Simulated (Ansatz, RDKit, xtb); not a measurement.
**C3H6F2GeO: which of the isomers drawn lies lowest?**

Which of a sample of isomers of C3H6F2GeO is the most stable in the gas at 298.15 K, and what are its properties? The sample is small against all isomers, and the most stable one of this formula need not be in it.

The funnel: GFN2-xTB relaxations, single points with a density functional, relaxations at B3LYP/def2-SVP, harmonic vibrations (at GFN2-xTB), and a last energy at a higher level. All values are calculated.

**1. Drawing up candidates**

Isomers were taken from a list of plausible structures; this is a sample, not all of them. That gives 5 candidates.

```
label                     SMILES     spin
 c339        FC/C(F)=C\[O][GeH3]  singlet
 c436      C[O][GeH2]/[C](F)=C/F  singlet
 c509      FC[C@]1([GeH2][F])CO1  singlet
 c835  F[C@@H]1CO[CH2][Ge@H]1[F]  singlet
 c959   C[C@]1([GeH]([F])[F])CO1  singlet
```

Candidates are built by distance geometry, with a force field where one applies, in up to four conformers (letters a to d).

**Question.** With final energies at CCSD(T)/def2-SVP + MP2/def2-TZVPP - MP2/def2-SVP, which structure will this search put lowest in free energy, and by what margin?

| quantity | value |
| --- | --- |
| lowest structure found | C[C@]1([GeH]([F])[F])CO1, singlet |
| next finalist | F[C@@H]1CO[CH2][Ge@H]1[F], singlet, 24.9 kcal/mol higher in G |
| share at equilibrium, among the finalists | 100.0 % |

`C[C@]1([GeH]([F])[F])CO1` comes out lowest. Among the finalists first place is clear (24.9 kcal/mol); structures outside the list aren't covered. GFN2-xTB, r2SCAN-D4/def2-SVP, B3LYP/def2-SVP, HF/def2-SVP and MP2/def2-SVP already put its bonding pattern lowest among the structures in one piece; HF/STO-3G favours the singlet F[C@@H]1CO[CH2][Ge@H]1[F]. The search is not exhaustive (a finite list of starts, one conformer a finalist), so a lower isomer can't be ruled out. Only 5 drawn patterns were tried, so whole families of isomers are missing, and the result ranks this sample alone.
